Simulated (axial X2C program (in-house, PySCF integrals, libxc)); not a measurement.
# Linear ClSeCl⁺ at several levels

The task here is to estimate one member of a computed series from the others.

Computed with an in-house X2C program for linear molecules on PySCF integrals. Level: all-electron X2C, two-component (2c) or spin-free, Cl dyall-av3z, Se dyall-v3z.

All values are calculated.

2 further runs of the same task are left out: 2 set aside as unsound or not needed.

Set-up of the first run:

File task.json:

```json
{
 "zs": [
  17,
  34,
  17
 ],
 "q": 1,
 "bas": [
  "dyall-av3z",
  "dyall-v3z",
  "dyall-av3z"
 ],
 "r0": [
  2.15,
  2.15
 ],
 "symm": 1,
 "scan": [
  "PBE0",
  "HF",
  "LDA"
 ],
 "levels": [
  "PBE0",
  "HF",
  "PBE"
 ],
 "nst": 2
}
```

Keys: zs atomic numbers; q charge; bas basis sets; r0 starting distance in Å; symm equal bonds; scan levels of the two-bond scan; levels methods; nst determinants followed.

Command:

```
python solin.py task.json out
```

Masses Cl 34.969, Se 79.917, Cl 34.969 u.

Steps of the session up to this table: Scan at PBE0, 2c; Scan at LDA, 2c; Scan at HF, spin-free.

One of the session's tables, all rows but one given; the rest of the session is left out.

| level | r(Cl–Se) (Å) | r(Se–Cl) (Å) | lower stretch (cm⁻¹) | upper stretch (cm⁻¹) |
| --- | --- | --- | --- | --- |
| PBE0, 2c | ? | ? | ? | ? |
| LDA, 2c | 2.184 | 2.184 | 362.2 | 383.6 |
| HF, spin-free | 2.203 | 2.203 | 298.4 | 490.7 |
| LDA, spin-free | 2.184 | 2.184 | 362.0 | 382.2 |

**Question.** Estimate the row for PBE0, 2c.

**Answer.** r(Cl–Se) (Å): 2.173; r(Se–Cl) (Å): 2.173; lower stretch (cm⁻¹): 379.3; upper stretch (cm⁻¹): 381.1. In the column «r(Cl–Se) (Å)» it is the lowest.

Scans not shown above were run alike.

The levels spread by more than a fifth in the stretches, which depend strongly on the method. The molecule was held linear; bending was not examined, so a bent shape may lie lower. Note: functional without a current term on a determinant with orbital currents, of the molecule or an atom.
